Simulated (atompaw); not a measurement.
# A PAW (atompaw) potential for Tl, from input to tests

Do these settings give a usable potential? It is generated, then checked for scattering, ghosts and hardness.

The numbers are computed with atompaw 4.2.0.5 (LDA (PW92), scalar-relativistic, spin-unpolarised reference atom).

## Step 1: Starting point

Typed settings, in words:

```
element                 : thallium (Tl, Z = 81)
type                    : PAW
frozen core             : [Xe] 4f14
valence charge          : 13
reference configuration : 5d10 6s1 6p0 (charge +2)
partial waves           : 6s (bound): rc 2.25 bohr; 6s channel at -0.85 Ry: rc 2.25 bohr; 6p (bound, empty): rc 2.05 bohr; 6p channel at -0.65 Ry: rc 2.05 bohr; 5d (bound): rc 1.70 bohr; 5d channel at -0.6 Ry: rc 2.25 bohr; 5f channel at 0.5 Ry: rc 2.25 bohr; 5f channel at 2.95 Ry: rc 2.25 bohr
local potential         : bessel scheme, radius 1.50 bohr
core correction         : smooth core density matched at 2.25 bohr
augmentation charge     : sinc compensation charge, radius 2.00 bohr; PAW radius 2.25 bohr; waves and projectors: custom rrkj gramschmidtortho
```

The outer shells as boxes (Hund's rule for the drawing; the calculation is spin-unpolarised):

```
[Xe] core
4f [↑↓][↑↓][↑↓][↑↓][↑↓][↑↓][↑↓]
5d [↑↓][↑↓][↑↓][↑↓][↑↓]
6s [↑ ]
6p [  ][  ][  ]
```

An earlier all-electron run gives the scale for the radii.

All-electron outer shells of the reference configuration (LDA (PW92), scalar-relativistic, ld1.x):

| shell | level (eV) | outermost node (bohr) | outermost maximum (bohr) |
| --- | --- | --- | --- |
| 5p | -94.30 | 0.50 | 0.90 |
| 5d | -33.42 | 0.53 | 1.11 |
| 6s | -25.82 | 1.04 | 2.00 |
| 6p | -16.31 | 1.21 | 2.50 |
| 5f | -4.15 | 0.63 | 5.30 |

## Step 2: Generating the potential

Tl.input reads:

```
Tl 81
LDA-PW scalarrelativistic loggrid 2001 logderivrange -4 5 226
6 6 5 4 0 0
6 0 1
6 1 0
0 0 0
c
c
c
c
c
v
c
c
c
c
v
c
c
v
c
3
2.25 2.00 1.50 2.25
y
-0.85
n
y
-0.65
n
y
-0.6
n
y
0.5
y
2.95
n
custom rrkj gramschmidtortho sinc
bessel
2.25
2.25
2.05
2.05
1.70
2.25
2.25
2.25
PWSCFOUT
UPFDX 0.0125d0 UPFXMIN -7.d0 UPFZMESH 81.d0
END
```

Started as:

```console
$ atompaw < Tl.input > Tl.log
```

Before running it: what results should come out? Wanted: cutoffs for 10 and 1 mRy, occupied levels; bound ghosts; largest phase difference near zero energy, channels read; lowest eigenvalue of the overlap; share of valence orbitals outside the PAW sphere; UPF file.

The runs gave:

| quantity | value |
| --- | --- |
| cutoffs for 10 and 1 mRy, occupied levels | 40 Ry and 70 Ry |
| bound ghosts | p at -54.01 eV |
| largest phase difference near zero energy, channels read | 3.120 rad |
| lowest eigenvalue of the overlap (Bessel basis) | 0.068 (d) |
| share of valence orbitals outside the PAW sphere | 6s 46 %, 6p 73 %, 5d 7 % |
| UPF file | written |

What this shows: A bound ghost (p) makes it unfit for use: electrons can fall into a state that the atom doesn't have. By its cutoff, 40 Ry for the looser tolerance, it is of middling hardness. The slowest occupied level is 5d: taken alone it needs 40 Ry to come within 1 mRy, against 8 Ry for 6s. Near zero energy the largest phase difference among the channels read is 3.12 rad, in the s channel. A step near π is an extra or missing state, not a misfit of shape. The pseudo curves have a pole with no partner nearby in the atom's: p at -3.94 Ry. These are tests on the free atom; a crystal test is still owed.
